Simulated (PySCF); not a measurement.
# CrO (CrO): the cost of one run

Computed with PySCF 2.14.0, with density-fitted response routines of our own, on a single molecule in the gas phase. Atoms are numbered from 0 throughout.

## (1) The starting structure

2 atoms, charge 0, multiplicity 5; geometry from: GFN2-xTB. The atoms were then displaced at random by about 0.03 Å, so the start is not that level's minimum.

Bonds of the start (Å): O0–Cr1 1.73.

## (2) Optimising the geometry at PBE0-D3(BJ)/def2-SVP

The job: settings as JSON, then the geometry in Å.

```
{"job": {"xc": "PBE0", "basis": "def2-SVP", "d3": "d3bj", "grid": 1, "shake": 0.03, "kind": "geom"}, "charge": 0, "multiplicity": 5}
O      0.888160    -0.081910     0.006200
Cr    -0.838440    -0.005810    -0.028430
```

Started as:

```bash
$ OMP_NUM_THREADS=1 python probes_run.py task.json out
```

This one command runs all jobs of the session in turn.

Q: Estimate the wall time and peak memory of this first job on 1 thread of Arm Neoverse N1, shared host.

About 18 s, with a peak of 0.24 GiB.
